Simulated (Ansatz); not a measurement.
Task: harmonic frequencies at the relaxed geometry of H₄S₄Si, SMILES S[Si](S)(S)S, with the Python package of Ansatz (0.2.0). Give the script and its output. Level of theory (for the species named): CAM-B3LYP, 6-31G* basis, multiplicity 1.

```xyz
9

S    -0.6969    1.0553   -1.6471
Si   -0.0113   -0.0090   -0.0043
S     2.0706    0.1995    0.0884
S    -0.4321   -2.0458   -0.2452
S    -0.8803    0.7264    1.7668
H    -2.0198    0.7226   -1.5338
H     2.3737   -0.2264   -1.1402
H     0.0086   -2.4372    0.9390
H    -0.3239    1.9683    1.7593
```

The script, `freq_h4s4si.py`:
```python
import itertools

import ansatz
from ase import Atoms
from ase.data import atomic_numbers, covalent_radii
from ase.thermochemistry import IdealGasThermo
import numpy as np

BASIS = "6-31G*"
XC = "cam_b3lyp"

atoms = Atoms(["S", "Si", "S", "S", "S", "H", "H", "H", "H"], positions=[
    (-0.6969, 1.0553, -1.6471),
    (-0.0113, -0.009, -0.0043),
    (2.0706, 0.1995, 0.0884),
    (-0.4321, -2.0458, -0.2452),
    (-0.8803, 0.7264, 1.7668),
    (-2.0198, 0.7226, -1.5338),
    (2.3737, -0.2264, -1.1402),
    (0.0086, -2.4372, 0.939),
    (-0.3239, 1.9683, 1.7593),
])
system = ansatz.Crystal.molecule_from_ase(atoms)

calc = system.calculation().basis(gaussian=BASIS).functional(XC)
symbols = [site.symbol for site in system.cartesian_sites]
start = np.array([site.position_ang for site in system.cartesian_sites], dtype=float)
rep = calc.relax(force_tolerance=0.003).run(threads=1, backend="cpu").report
end = np.array(rep["positions_ang"])

radius = [covalent_radii[atomic_numbers[s]] for s in symbols]
span = lambda where, i, j: np.linalg.norm(where[i] - where[j])
bonded = [(i, j) for i, j in itertools.combinations(range(len(symbols)), 2) if min(span(start, i, j), span(end, i, j)) < 1.2 * (radius[i] + radius[j])]
print("pair        before    after (A)")
for i, j in bonded:
    print(f"{symbols[i]}{i}-{symbols[j]}{j}".ljust(10), f"{span(start, i, j):8.4f} {span(end, i, j):8.4f}")
for first, second in list(itertools.combinations(bonded, 2)):
    shared = set(first) & set(second)
    if shared and symbols[(j := shared.pop())] != "H":
        i, k = sorted((set(first) | set(second)) - {j})
        u, v = end[i] - end[j], end[k] - end[j]
        angle = np.degrees(np.arccos(np.clip(u @ v / np.linalg.norm(u) / np.linalg.norm(v), -1, 1)))
        print(f"final angle {symbols[i]}{i}-{symbols[j]}{j}-{symbols[k]}{k}: {angle:.2f} deg")

minimum = ansatz.Crystal.molecule()
for symbol, place in zip(symbols, end):
    minimum = minimum.atom(symbol, place.tolist())
vibrating = (
    minimum.calculation()
    .basis(gaussian=BASIS)
    .functional(XC)
    .phonons(temperatures=(200, 600, 100))
)
vib = vibrating.run(threads=1, backend="cpu").report["vibrations"]
sums = vib["harmonic_sums"]
modes = [m["omega_inv_cm"] for m in sums["modes_at_gamma"] if m["rigid_motion"] == "no"]
for number, w in enumerate(modes, start=1):
    print(f"mode {number:2d} {w:9.1f} 1/cm {w / 8065.544 * 1000:8.2f} meV")
print("imaginary modes:", sum(w < 0 for w in modes), " zero-point energy:", round(sums["zero_point_energy_ev"], 4), "eV")
gas = IdealGasThermo(vib_energies=[w / 8065.544 for w in modes if w > 0], geometry="linear" if len(modes) == 3 * len(symbols) - 5 else "nonlinear",
                     atoms=Atoms(symbols, positions=end), symmetrynumber=1, spin=0.0)
print(f"H(298 K) - E = {gas.get_enthalpy(298.15, verbose=False):.4f} eV")
print(f"S(298 K, 1 bar) = {96485.33 * gas.get_entropy(298.15, 1e5, verbose=False):.1f} J/(mol K) with symmetry number 1")
```

```console
$ python freq_h4s4si.py
pair        before    after (A)
S0-Si1       2.0740   2.1384
S0-H5        1.3688   1.3471
Si1-S2       2.0944   2.1384
Si1-S3       2.0937   2.1384
Si1-S4       2.1054   2.1384
S2-H6        1.3352   1.3471
S3-H7        1.3228   1.3471
S4-H8        1.3609   1.3471
final angle Si1-S0-H5: 96.17 deg
final angle S0-Si1-S2: 106.55 deg
final angle S0-Si1-S3: 106.57 deg
final angle S0-Si1-S4: 115.47 deg
final angle S2-Si1-S3: 115.45 deg
final angle S2-Si1-S4: 106.57 deg
final angle Si1-S2-H6: 96.17 deg
final angle S3-Si1-S4: 106.56 deg
final angle Si1-S3-H7: 96.17 deg
final angle Si1-S4-H8: 96.16 deg
mode  1      95.3 1/cm    11.81 meV
mode  2     135.1 1/cm    16.75 meV
mode  3     182.9 1/cm    22.68 meV
mode  4     183.0 1/cm    22.69 meV
mode  5     193.1 1/cm    23.95 meV
mode  6     238.1 1/cm    29.52 meV
mode  7     238.3 1/cm    29.55 meV
mode  8     244.9 1/cm    30.37 meV
mode  9     282.2 1/cm    34.99 meV
mode 10     382.4 1/cm    47.41 meV
mode 11     556.5 1/cm    69.00 meV
mode 12     560.6 1/cm    69.50 meV
mode 13     560.6 1/cm    69.51 meV
mode 14     749.9 1/cm    92.98 meV
mode 15     802.8 1/cm    99.53 meV
mode 16     810.1 1/cm   100.44 meV
mode 17     810.2 1/cm   100.45 meV
mode 18    2727.4 1/cm   338.15 meV
mode 19    2727.8 1/cm   338.20 meV
mode 20    2727.8 1/cm   338.21 meV
mode 21    2728.5 1/cm   338.29 meV
imaginary modes: 0  zero-point energy: 1.112 eV
H(298 K) - E = 1.3863 eV
S(298 K, 1 bar) = 394.4 J/(mol K) with symmetry number 1
```

Notes:
- The settings weren't tested for convergence.
- The frequencies are harmonic and unscaled, in a modest basis. The result belongs to the one conformer reached from this start, and soft torsions count as harmonic oscillators.
- The entropy takes a symmetry number of 1; a symmetric molecule's is lower by R ln(sigma).
- Run time: 6.7 min on 1 thread of Arm Neoverse V1, with other jobs on the host, peak memory 0.43 GiB.
